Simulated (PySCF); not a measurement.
# Cu2 (Cu2): the cost of one run

Computed with PySCF 2.14.0 and routines of our own; the level stands in each step. Atoms count from 0.

### 1 The system as given

2 atoms, charge 0, multiplicity 1; geometry from: GFN2-xTB.

### 2 Optimising the geometry at CAM-B3LYP/def2-TZVP

The job: settings as JSON, then the geometry in Å.

```
{"job": {"xc": "CAM-B3LYP", "basis": "def2-TZVP", "grid": 1, "kind": "geom"}, "charge": 0, "multiplicity": 1}
Cu     1.114160    -0.002805    -0.002945
Cu    -1.111403     0.004074    -0.011203
```

Launch:

```bash
$ OMP_NUM_THREADS=1 python excited_run.py task.json out
```

One launch serves the whole session: the jobs run in the order shown.

**Question.** How long does this first job take on 1 thread of Arm Neoverse V1, shared host, and how much memory does it need?

About 13 s, with a peak of 0.43 GiB.
